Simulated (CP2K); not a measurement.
Crystal: CsLiCr2Te2S3.

```
CELL_PARAMETERS angstrom
7.05684 0.00000 0.00000
0.00000 3.98060 0.00000
-2.67333 0.00000 8.68168
ATOMIC_POSITIONS crystal
Cs 0.07739 0.00000 0.37706
Li 0.86424 0.50000 0.78883
Cr 0.12646 0.00000 0.94616
Cr 0.59290 0.50000 0.97165
Te 0.50838 0.00000 0.15270
Te 0.55612 0.00000 0.74893
S 0.87426 0.00000 0.68502
S 0.25176 0.50000 0.84402
S 0.96294 0.50000 0.05357
```

The cell was built by a generator and needn't be a form met in nature.

```yaml
Program: CP2K 2026.2
Task: single point
Functional: PBE
Potentials_or_basis: POTENTIAL_UZH Cs GTH-PBE-q9, Li GTH-PBE-q3, Te GTH-PBE-q6, S GTH-PBE-q6; GTH_POTENTIALS Cr GTH-PBE-q14; TZVP-MOLOPT-PBE-GTH, TZVP-MOLOPT-SR-GTH basis
Density_cutoff: 6803 eV
k_mesh: 4 × 7 × 3
Occupations: fermi-dirac, width 0.05 eV
Spin: collinear spin, ferromagnetic start
Starting_moments: "[0.0, 0.0, 3.0, 3.0, 0.0, 0.0, 0.0, 0.0, 0.0] μB"
```

On this cell: pressure 0.8 GPa; largest force 0.225 eV/Å; net moment 6.00 μB per cell; site moments Cs +0.01; Li +0.00; Cr +3.59, +3.47; Te -0.41, -0.16; S -0.06, -0.26, -0.17 μB.

The same run follows on a disturbed copy (atoms moved at random, drawn with an rms of 0.05 Å):

```
Cs Li Cr Te S
1.0
     7.05684    0.00000    0.00000
     0.00000    3.98060    0.00000
    -2.67333    0.00000    8.68168
Cs Li Cr Te S
1 1 2 2 3
Direct
  0.06996 0.00115 0.37417
  0.86006 0.50255 0.79328
  0.13190 0.99690 0.94993
  0.59523 0.50058 0.97054
  0.50452 0.99390 0.14769
  0.55492 0.99861 0.75319
  0.87067 0.98935 0.68192
  0.25414 0.50768 0.84419
  0.95789 0.50603 0.05263
```

What does the disturbed cell give?

The energy moves by +8.8 meV/atom; pressure 1.1 GPa; largest force 0.625 eV/Å; net moment 6.00 μB per cell; site moments Cs +0.01; Li +0.00; Cr +3.60, +3.44; Te -0.40, -0.17; S -0.06, -0.27, -0.16 μB.

Forces on the atoms (eV/Å):
```
Cs   0.025  0.019  0.123
Li   0.146 -0.340 -0.295
Cr  -0.405  0.118 -0.462
Cr  -0.150 -0.046  0.138
Te   0.159  0.130  0.505
Te   0.051  0.016 -0.419
S    0.109  0.374  0.213
S   -0.238 -0.203 -0.080
S    0.281 -0.086  0.245
```

Stress tensor (GPa, compression positive):
```
 1.14 -0.03  0.09
-0.03  0.73 -0.05
 0.09 -0.05  1.46
```

The forces don't sum to zero, so they hold noise of the program's grid.

Caveats: the basis of atomic orbitals isn't converged, which shifts pressures, moduli and gaps; the total moment is fixed, so each spin has its own Fermi level; only a ferromagnetic start was run, and an antiferromagnetic order may lie lower in energy.
